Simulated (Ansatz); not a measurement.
# BeTeS3: the cost of one run

Computed with Ansatz 0.2.0 (DFT PBE, scalar-relativistic, plane waves, PAW, unless a step's input says otherwise).

### Step 1. Starting point

The structure is hexagonal, space group P-62m (No. 189). The conventional cell has a = 5.092 Å, b = 5.092 Å, c = 5.588 Å, α = 90.00°, β = 90.00°, γ = 120.00°. Around Be (site symmetry -62m) lie 2 Te at 2.79 Å. Te (site symmetry -62m) has 6 S at 2.17 to 2.92 Å and 2 Be at 2.79 Å as nearest neighbours. S (site symmetry m2m) is surrounded by 1 Te at 2.17 Å.

Structure file:

```cif
data_structure
_symmetry_space_group_name_H-M 'P-62m'
_symmetry_Int_Tables_number 189
_cell_length_a 5.0923
_cell_length_b 5.0923
_cell_length_c 5.5882
_cell_angle_alpha 90.000
_cell_angle_beta 90.000
_cell_angle_gamma 120.000
_cell_volume 125.50
loop_
_atom_site_label
_atom_site_type_symbol
_atom_site_symmetry_multiplicity
_atom_site_Wyckoff_symbol
_atom_site_fract_x
_atom_site_fract_y
_atom_site_fract_z
_atom_site_occupancy
Be1 Be 1 b 0.00000 0.00000 0.50000 1
Te1 Te 1 a 0.00000 0.00000 0.00000 1
S1 S 3 f 0.57410 0.00000 0.00000 1
```

The cell is invented: random cell by space group and Wyckoff sites (P-62m, No. 189). Lengths come from tabulated atomic sizes and are only a guess.

### Step 2. A first look at the guess

Input file input.yaml:

```yaml
crystal:
  lattice:
    - [5.09232849, 0.0, 0.0]
    - [-2.54616424, 4.41008584, 0.0]
    - [0.0, 0.0, 5.58819744]
  atoms:
    - { symbol: Be, position: [0.0, 0.0, 0.5] }
    - { symbol: Te, position: [0.0, 0.0, 0.0] }
    - { symbol: S, position: [0.57410192, 0.0, 0.0] }
    - { symbol: S, position: [0.0, 0.57410192, 0.0] }
    - { symbol: S, position: [0.42589808, 0.42589808, 0.0] }
basis:
  ecutwfc: 420
kpoints:
  mp_grid: { grid: [6, 6, 4] }
hamiltonian:
  xc: pbe
scf:
  occupations: { method: gaussian, width: 0.1 }
  lower_state_search: "off"
output:
  forces: true
  stress: true
  eigenvalues: true
```

Launch:

```
> ansatz run input.yaml --threads 1 --pin off --max-ram 2560MiB --backend cpu --events-out ev --progress --plain --runs-dir out
```

What time and memory should one allow on 1 thread of Arm Neoverse V1, shared host?

About 6.3 s, with a peak of 0.34 GiB.
